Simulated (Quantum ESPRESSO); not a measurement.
# BiTe (R-3m) in Quantum ESPRESSO: equation of state

How stiff is BiTe in PBEsol, and what volume does it want? The cell is scaled to several volumes.

All numbers are computed with Quantum ESPRESSO 7.5; they aren't measurements. Logs are shortened: lines on timing, memory, paths and dates and some standing lists are left out, and cuts for length are marked.

### 1 The crystal as given

Symmetry: R-3m, No. 166, trigonal system. Conventional cell: a = 4.845 Å, b = 4.845 Å, c = 9.952 Å, α = 90.00°, β = 90.00°, γ = 120.00°. Bi (site symmetry -3m) is surrounded by 6 Te at 3.25 Å. Te (site symmetry -3m) is surrounded by 6 Bi at 3.25 Å.

The cell comes from a database or a generator and needn't be the stable form of this composition.

### 2 Single point, PBEsol, 31.70 Å³/atom

Contents of pw.in:

```
&CONTROL
  calculation = 'scf'
  prefix = 'pwscf'
  outdir = './tmp'
  pseudo_dir = './pseudo'
  tprnfor = .true.
  tstress = .true.
  disk_io = 'nowf'
/
&SYSTEM
  ibrav = 0
  nat = 2
  ntyp = 2
  ecutwfc = 80
  nbnd = 23
  occupations = 'smearing'
  smearing = 'fd'
  degauss = 0.00367493
/
&ELECTRONS
  conv_thr = 4d-10
  electron_maxstep = 120
  mixing_beta = 0.5
/
ATOMIC_SPECIES
Bi   208.9804 Bi.upf
Te   127.6000 Te.upf
CELL_PARAMETERS angstrom
   2.3732508797    1.3701970343    3.2495731172
  -2.3732508797    1.3701970343    3.2495731172
   0.0000000000   -2.7403940685    3.2495731172
ATOMIC_POSITIONS crystal
Bi     0.5000000000    0.5000000000    0.5000000000
Te     0.0000000000    0.0000000000    0.0000000000
K_POINTS automatic
7 7 7 0 0 0
```

Potentials or basis: PseudoDojo 0.4.1 SR PBEsol standard.

On the command line:

```bash
> OMP_NUM_THREADS=1 mpirun -n 2 pw.x -nk 2 -in pw.in > pw.out
```

pw.out:

```text
This program is part of the open-source Quantum ESPRESSO suite
     for quantum simulation of materials; please cite
[... 13 lines left out ...]
     --------------------
     sticks:   dense  smooth     PW     G-vecs:    dense   smooth      PW
     Sum        1517    1517    449                41369    41369    6529

     Using Slab Decomposition

     bravais-lattice index     =            0
     lattice parameter (alat)  =       8.0329  a.u.
     unit-cell volume          =     427.8592 (a.u.)^3
     number of atoms/cell      =            2
     number of atomic types    =            2
     number of electrons       =        31.00
     number of Kohn-Sham states=           23
     kinetic-energy cutoff     =      80.0000  Ry
     charge density cutoff     =     320.0000  Ry
     scf convergence threshold =      4.0E-10
     mixing beta               =       0.5000
     number of iterations used =            8  plain     mixing
     Exchange-correlation= PBESOL
                           (   1   4  10   8   0   0   0)

     celldm(1)=   8.032889  celldm(2)=   0.000000  celldm(3)=   0.000000
     celldm(4)=   0.000000  celldm(5)=   0.000000  celldm(6)=   0.000000

     crystal axes: (cart. coord. in units of alat)
               a(1) = (   0.558304   0.322337   0.764458 )
               a(2) = (  -0.558304   0.322337   0.764458 )
               a(3) = (   0.000000  -0.644674   0.764458 )

     reciprocal axes: (cart. coord. in units 2 pi/alat)
               b(1) = (  0.895569  0.517057  0.436039 )
               b(2) = ( -0.895569  0.517057  0.436039 )
               b(3) = (  0.000000 -1.034114  0.436039 )

     PseudoPot. # 1 for Bi read from file:
     Bi.upf
     Pseudo is Norm-conserving + core correction, Zval = 15.0
     Generated using ONCVPSP code by D. R. Hamann
     Using radial grid of 1472 points,  6 beta functions with:
                l(1) =   0
                l(2) =   0
                l(3) =   1
                l(4) =   1
                l(5) =   2
                l(6) =   2

     PseudoPot. # 2 for Te read from file:
     Te.upf
     Pseudo is Norm-conserving + core correction, Zval = 16.0
     Generated using ONCVPSP code by D. R. Hamann
     Using radial grid of 1294 points,  6 beta functions with:
                l(1) =   0
                l(2) =   0
                l(3) =   1
                l(4) =   1
                l(5) =   2
                l(6) =   2

     atomic species   valence    mass     pseudopotential
     Bi               15.00   208.98040     Bi( 1.00)
     Te               16.00   127.60000     Te( 1.00)

     12 Sym. Ops., with inversion, found

   Cartesian axes

     site n.     atom                  positions (alat units)
         1        Bi     tau(   1) = (   0.0000000   0.0000000   1.1466865  )
         2        Te     tau(   2) = (   0.0000000   0.0000000   0.0000000  )

     number of k points=    44  Fermi-Dirac smearing, width (Ry)=  0.0037
                       cart. coord. in units 2pi/alat
        k(    1) = (   0.0000000   0.0000000   0.0000000), wk =   0.0058309
        k(    2) = (   0.0000000  -0.1477306   0.0622913), wk =   0.0349854
        k(    3) = (   0.0000000  -0.2954613   0.1245826), wk =   0.0349854
        k(    4) = (   0.0000000  -0.4431919   0.1868739), wk =   0.0349854
        k(    5) = (  -0.1279385  -0.0738653   0.1245826), wk =   0.0349854
        k(    6) = (  -0.1279385  -0.2215960   0.1868739), wk =   0.0699708
[... 36 lines left out ...]
        k(   43) = (  -0.0000000   0.0000000   0.5606216), wk =   0.0116618
        k(   44) = (  -0.0000000   0.8863838   0.1868739), wk =   0.0349854

     Dense  grid:    41369 G-vectors     FFT dimensions: (  45,  45,  45)

     Initial potential from superposition of free atoms

     starting charge      30.9990, renormalised to      31.0000
     Starting wfcs are   18 randomized atomic wfcs +    5 random wfcs

     Self-consistent Calculation

     iteration #  1     ecut=    80.00 Ry     beta= 0.50
     Davidson diagonalization with overlap
     ethr =  1.00E-02,  avg # of iterations =  4.9

     Threshold (ethr) on eigenvalues was too large:
     Diagonalizing with lowered threshold

     Davidson diagonalization with overlap
     ethr =  3.59E-05,  avg # of iterations =  5.9

     total energy              =    -373.22498448 Ry
     estimated scf accuracy    <       0.01103723 Ry

     iteration #  2     ecut=    80.00 Ry     beta= 0.50
     Davidson diagonalization with overlap
     ethr =  3.56E-05,  avg # of iterations =  2.0

     total energy              =    -373.22729640 Ry
     estimated scf accuracy    <       0.00158154 Ry

     iteration #  3     ecut=    80.00 Ry     beta= 0.50
     Davidson diagonalization with overlap
     ethr =  5.10E-06,  avg # of iterations =  2.5

     total energy              =    -373.22753776 Ry
     estimated scf accuracy    <       0.00024152 Ry

     iteration #  4     ecut=    80.00 Ry     beta= 0.50
     Davidson diagonalization with overlap
     ethr =  7.79E-07,  avg # of iterations =  1.3

     total energy              =    -373.22754675 Ry
     estimated scf accuracy    <       0.00000500 Ry

     iteration #  5     ecut=    80.00 Ry     beta= 0.50
     Davidson diagonalization with overlap
     ethr =  1.61E-08,  avg # of iterations =  2.0

     total energy              =    -373.22754735 Ry
     estimated scf accuracy    <       0.00000027 Ry

     iteration #  6     ecut=    80.00 Ry     beta= 0.50
     Davidson diagonalization with overlap
     ethr =  8.61E-10,  avg # of iterations =  2.2

     total energy              =    -373.22754740 Ry
     estimated scf accuracy    <          8.3E-09 Ry

     iteration #  7     ecut=    80.00 Ry     beta= 0.50
     Davidson diagonalization with overlap
     ethr =  2.67E-11,  avg # of iterations =  2.4

     total energy              =    -373.22754740 Ry
     estimated scf accuracy    <          1.1E-09 Ry

     iteration #  8     ecut=    80.00 Ry     beta= 0.50
     Davidson diagonalization with overlap
     ethr =  3.39E-12,  avg # of iterations =  2.0

     End of self-consistent calculation

          k = 0.0000 0.0000 0.0000 (  5165 PWs)   bands (ev):

   -26.3667 -26.3667 -26.3361 -26.3361 -26.3220 -12.2849 -12.2849 -12.2733
   -12.2733 -12.2532  -3.0437   2.8125   7.8051   7.8051   9.2158  12.9314
    13.5746  13.5746  14.8259  14.8259  17.2976  17.6343  17.9273

          k = 0.0000-0.1477 0.0623 (  5180 PWs)   bands (ev):

   -26.3667 -26.3667 -26.3361 -26.3358 -26.3220 -12.2850 -12.2845 -12.2747
   -12.2715 -12.2527  -2.8559   2.2869   7.9264   8.1327   9.1285  12.2402
    12.7870  12.9514  15.1350  15.3667  17.3003  18.4086  18.7943

          k = 0.0000-0.2955 0.1246 (  5188 PWs)   bands (ev):

   -26.3666 -26.3665 -26.3361 -26.3352 -26.3219 -12.2861 -12.2849 -12.2768
   -12.2677 -12.2506  -2.3005   1.1032   8.2859   8.6646   9.2311  11.0181
    11.4614  12.0483  16.0098  16.0570  18.5379  19.8881  20.8354

          k = 0.0000-0.4432 0.1869 (  5184 PWs)   bands (ev):

   -26.3665 -26.3664 -26.3362 -26.3348 -26.3218 -12.2872 -12.2867 -12.2770
   -12.2656 -12.2478  -1.4117  -0.2080   8.8007   8.9436   9.7333  10.0942
    10.3876  11.3525  17.0312  17.3691  18.5747  19.5037  21.0149

          k =-0.1279-0.0739 0.1246 (  5179 PWs)   bands (ev):

   -26.3667 -26.3666 -26.3360 -26.3357 -26.3220 -12.2868 -12.2838 -12.2744
   -12.2696 -12.2528  -2.7791   2.2634   7.3856   8.2645   9.3900  10.9994
    13.2836  13.6896  14.6837  15.8892  16.9991  17.8525  18.2051

          k =-0.1279-0.2216 0.1869 (  5182 PWs)   bands (ev):

   -26.3667 -26.3665 -26.3360 -26.3352 -26.3220 -12.2890 -12.2837 -12.2755
   -12.2656 -12.2513  -2.3406   1.4626   7.3633   8.3163   8.8550  10.7659
    12.6376  13.5133  14.5587  16.7393  18.4384  18.7492  19.6776

          k =-0.1279-0.3693 0.2492 (  5181 PWs)   bands (ev):

   -26.3666 -26.3664 -26.3360 -26.3347 -26.3219 -12.2901 -12.2852 -12.2757
   -12.2637 -12.2483  -1.5750   0.2627   7.7384   7.8797   8.6196  11.3552
    11.6813  12.7747  15.1144  17.8287  19.0053  21.0116  21.0789

          k =-0.1279 0.5171-0.1246 (  5169 PWs)   bands (ev):

   -26.3665 -26.3664 -26.3360 -26.3347 -26.3218 -12.2885 -12.2867 -12.2755
   -12.2644 -12.2481  -0.9780  -0.4979   7.0926   8.5607   9.1601  10.7104
    11.8288  12.3718  16.4128  17.4508  19.2638  20.0303  20.9335

          k =-0.1279 0.3693-0.0623 (  5170 PWs)   bands (ev):

   -26.3665 -26.3665 -26.3360 -26.3351 -26.3219 -12.2869 -12.2850 -12.2752
   -12.2675 -12.2503  -1.9149   0.6157   6.9156   9.2423   9.7068  10.4360
    11.0341  13.2676  16.4897  17.6532  18.2082  19.2949  19.7586

          k =-0.1279 0.2216-0.0000 (  5181 PWs)   bands (ev):

   -26.3666 -26.3666 -26.3360 -26.3357 -26.3219 -12.2861 -12.2835 -12.2742
   -12.2717 -12.2519  -2.5633   1.6438   7.2898   9.0818   9.2665  11.3840
    11.5089  13.6241  15.8311  16.0817  18.0808  18.2292  19.5908

          k =-0.2559-0.1477 0.2492 (  5175 PWs)   bands (ev):

   -26.3668 -26.3664 -26.3359 -26.3349 -26.3219 -12.2939 -12.2822 -12.2751
   -12.2603 -12.2510  -2.0464   1.4313   6.6356   7.3360   7.8370  12.2912
    13.6210  13.8397  14.1600  18.3424  18.7011  18.9252  18.9925
[... 91 lines left out ...]
          k =-0.1279 0.3693 0.1246 (  5174 PWs)   bands (ev):

   -26.3666 -26.3664 -26.3358 -26.3352 -26.3219 -12.2908 -12.2828 -12.2737
   -12.2660 -12.2504  -1.8683   0.8315   6.6028   7.8382   8.5706  12.1651
    12.2230  14.0677  15.3643  18.2940  18.3882  19.1131  19.9373

          k =-0.2559-0.1477 0.4360 (  5151 PWs)   bands (ev):

   -26.3669 -26.3664 -26.3355 -26.3343 -26.3219 -12.2985 -12.2847 -12.2711
   -12.2527 -12.2508  -1.3713   0.9606   6.0203   6.4768   7.5498  12.6621
    13.2460  13.3007  13.9278  20.0741  20.3648  20.5426  20.7868

          k =-0.2559 0.7387 0.0623 (  5161 PWs)   bands (ev):

   -26.3668 -26.3664 -26.3356 -26.3343 -26.3219 -12.2987 -12.2845 -12.2713
   -12.2533 -12.2499  -0.9023   0.4561   5.3416   6.2645   7.9423  11.8705
    13.9377  14.5433  14.8693  19.3663  19.8902  20.7284  21.9680

          k =-0.2559 0.5909 0.1246 (  5161 PWs)   bands (ev):

   -26.3667 -26.3663 -26.3357 -26.3345 -26.3218 -12.2950 -12.2851 -12.2713
   -12.2590 -12.2489  -0.5355  -0.2318   5.4647   6.3341   9.0681  11.0013
    14.2387  15.1308  15.3219  17.3129  20.2711  20.3681  21.8014

          k =-0.2559 0.4432 0.1869 (  5163 PWs)   bands (ev):

   -26.3666 -26.3664 -26.3359 -26.3347 -26.3218 -12.2917 -12.2850 -12.2738
   -12.2632 -12.2481  -1.0740  -0.0683   6.3906   6.8505   9.4526  11.2504
    12.9961  13.8364  15.6990  16.7837  20.0249  20.5438  21.7455

          k = 0.5118 0.2955-0.3115 (  5157 PWs)   bands (ev):

   -26.3669 -26.3663 -26.3356 -26.3343 -26.3219 -12.3005 -12.2827 -12.2720
   -12.2528 -12.2494  -0.9097   0.6456   5.0122   6.2816   7.2815  13.3179
    13.9350  14.0996  15.6461  19.6487  20.1732  21.0203  21.0442

          k = 0.5118 0.1477-0.2492 (  5167 PWs)   bands (ev):

   -26.3668 -26.3663 -26.3357 -26.3345 -26.3219 -12.2973 -12.2829 -12.2721
   -12.2581 -12.2488  -1.0080   0.4015   5.5693   6.1884   8.0373  12.4996
    14.1324  14.8951  15.1862  18.0726  19.6714  20.6810  21.6916

          k = 0.3838 0.2216-0.1869 (  5169 PWs)   bands (ev):

   -26.3668 -26.3663 -26.3357 -26.3349 -26.3219 -12.2956 -12.2816 -12.2726
   -12.2611 -12.2504  -1.5333   0.8076   6.4282   6.5947   7.4943  13.4564
    14.0102  14.0898  14.6627  18.9902  19.3669  19.7956  19.9891

          k =-0.0000-0.0000 0.3737 (  5166 PWs)   bands (ev):

   -26.3667 -26.3667 -26.3349 -26.3349 -26.3221 -12.2906 -12.2906 -12.2618
   -12.2618 -12.2553  -2.1143   1.5279   7.9431   7.9431   8.9014  10.3149
    10.8930  10.8930  15.9577  16.9349  16.9349  21.8004  22.3578

          k =-0.0000-0.1477 0.4360 (  5155 PWs)   bands (ev):

   -26.3667 -26.3667 -26.3350 -26.3345 -26.3220 -12.2924 -12.2913 -12.2626
   -12.2585 -12.2533  -1.6604   0.9656   6.8720   8.6389   8.6964   9.8524
     9.8605  12.6329  15.9700  16.9247  19.6168  20.7960  21.9336

          k =-0.0000 0.7387 0.0623 (  5161 PWs)   bands (ev):

   -26.3667 -26.3665 -26.3350 -26.3346 -26.3220 -12.2933 -12.2901 -12.2626
   -12.2591 -12.2527  -0.9488   0.1510   6.1410   7.7856   7.8701  10.9167
    10.9863  14.4215  16.5159  17.4231  18.8400  20.3296  22.8353

          k =-0.0000 0.5909 0.1246 (  5165 PWs)   bands (ev):

   -26.3667 -26.3663 -26.3351 -26.3350 -26.3219 -12.2952 -12.2852 -12.2649
   -12.2620 -12.2517  -0.7877  -0.0232   6.0057   6.9894   7.4374  12.3109
    12.5917  15.0608  16.4058  17.5996  18.4717  20.8802  21.3133

          k =-0.1279-0.0739 0.4983 (  5162 PWs)   bands (ev):

   -26.3668 -26.3666 -26.3348 -26.3343 -26.3221 -12.2958 -12.2907 -12.2618
   -12.2543 -12.2537  -1.3337   0.6932   7.2417   7.3850   7.8573  10.7419
    11.0698  11.3021  15.8778  19.0852  19.6199  21.1252  22.1445

          k =-0.1279 0.8125 0.1246 (  5155 PWs)   bands (ev):

   -26.3668 -26.3665 -26.3349 -26.3343 -26.3220 -12.2965 -12.2899 -12.2621
   -12.2544 -12.2531  -0.8006   0.2255   6.2179   6.3773   8.6514   9.9757
    12.3895  13.2765  16.0451  18.7731  19.5774  21.2939  22.3990

          k =-0.1279 0.6648 0.1869 (  5170 PWs)   bands (ev):

   -26.3668 -26.3664 -26.3352 -26.3345 -26.3219 -12.2967 -12.2868 -12.2647
   -12.2583 -12.2508  -0.4673  -0.0775   5.5591   5.9626   8.6083  10.7231
    13.9021  15.0155  16.3164  16.8780  20.1655  20.6233  21.4680

          k = 0.6397 0.3693-0.2492 (  5146 PWs)   bands (ev):

   -26.3668 -26.3665 -26.3349 -26.3343 -26.3220 -12.2981 -12.2883 -12.2630
   -12.2537 -12.2527  -0.5884   0.1209   5.5628   6.8675   7.4008  11.7052
    12.0681  13.9340  15.8926  18.8015  19.7027  21.5572  22.8086

          k =-0.0000 0.0000 0.5606 (  5154 PWs)   bands (ev):

   -26.3667 -26.3667 -26.3343 -26.3343 -26.3221 -12.2947 -12.2947 -12.2566
   -12.2544 -12.2544  -1.0546   0.2824   8.2784   8.2784   8.6104   9.3372
     9.6910   9.6910  17.9665  19.2391  19.2391  20.9166  22.3172

          k =-0.0000 0.8864 0.1869 (  5143 PWs)   bands (ev):

   -26.3668 -26.3667 -26.3344 -26.3343 -26.3221 -12.2956 -12.2936 -12.2559
   -12.2550 -12.2544  -0.5945  -0.1038   6.7804   7.8444   8.0005  10.0722
    10.2655  11.6158  18.0876  18.7374  19.2659  21.4393  22.3751

     the Fermi energy is    10.9044 ev

!    total energy              =    -373.22754740 Ry
     estimated scf accuracy    <          5.5E-11 Ry
     smearing contrib. (-TS)   =      -0.00091513 Ry
     internal energy E=F+TS    =    -373.22663228 Ry

     The total energy is F=E-TS. E is the sum of the following terms:
     one-electron contribution =    -136.35681753 Ry
     hartree contribution      =      83.47950094 Ry
     xc contribution           =     -91.72440412 Ry
     ewald contribution        =    -228.62491156 Ry

     convergence has been achieved in   8 iterations

     Forces acting on atoms (cartesian axes, Ry/au):

     atom    1 type  1   force =    -0.00000000   -0.00000000    0.00000000
     atom    2 type  2   force =     0.00000000    0.00000000   -0.00000000

     Total force =     0.000000     Total SCF correction =     0.000000

     Computing stress (Cartesian axis) and pressure

          total   stress  (Ry/bohr**3)                   (kbar)     P=        9.21
   0.00008155   0.00000000  -0.00000000           12.00        0.00       -0.00
   0.00000000   0.00008155  -0.00000000            0.00       12.00       -0.00
   0.00000000  -0.00000000   0.00002476            0.00       -0.00        3.64

=------------------------------------------------------------------------------=
   JOB DONE.
=------------------------------------------------------------------------------=
```

Run time: 30 s. Hardware: 2 MPI ranks of Arm Neoverse V2, shared host; peak memory 0.22 GiB.

Results:

```yaml
Free_energy: -5078.0195 eV
Pressure: 0.9 GPa
Band_gap_on_the_k_mesh: none (metal or under the smearing width)
```

Caveat: spin-orbit coupling is left out, which moves the levels of the heavy elements.

### 3 Single point, PBEsol, 32.38 Å³/atom

Edit pw.in of step 2 so:

```diff
@@ -28,5 +28,5 @@
 CELL_PARAMETERS angstrom
-   2.3732508797    1.3701970343    3.2495731172
-  -2.3732508797    1.3701970343    3.2495731172
-   0.0000000000   -2.7403940685    3.2495731172
+   2.3899644647    1.3798466271    3.2724581889
+  -2.3899644647    1.3798466271    3.2724581889
+   0.0000000000   -2.7596932542    3.2724581889
 ATOMIC_POSITIONS crystal
```

Potentials or basis: PseudoDojo 0.4.1 SR PBEsol standard.

On the command line:

```bash
> OMP_NUM_THREADS=1 mpirun -n 2 pw.x -nk 2 -in pw.in > pw.out
```

It took 31 s on 2 MPI ranks of Arm Neoverse V2, shared host; peak memory 0.24 GiB.

The run converged. Its results:

```yaml
Free_energy: -5078.0222 eV
Pressure: -0.3 GPa
Band_gap_on_the_k_mesh: none (metal or under the smearing width)
```

Caveat: spin-orbit coupling is left out, which moves the levels of the heavy elements.

(Part 1 of 2 ends here.)
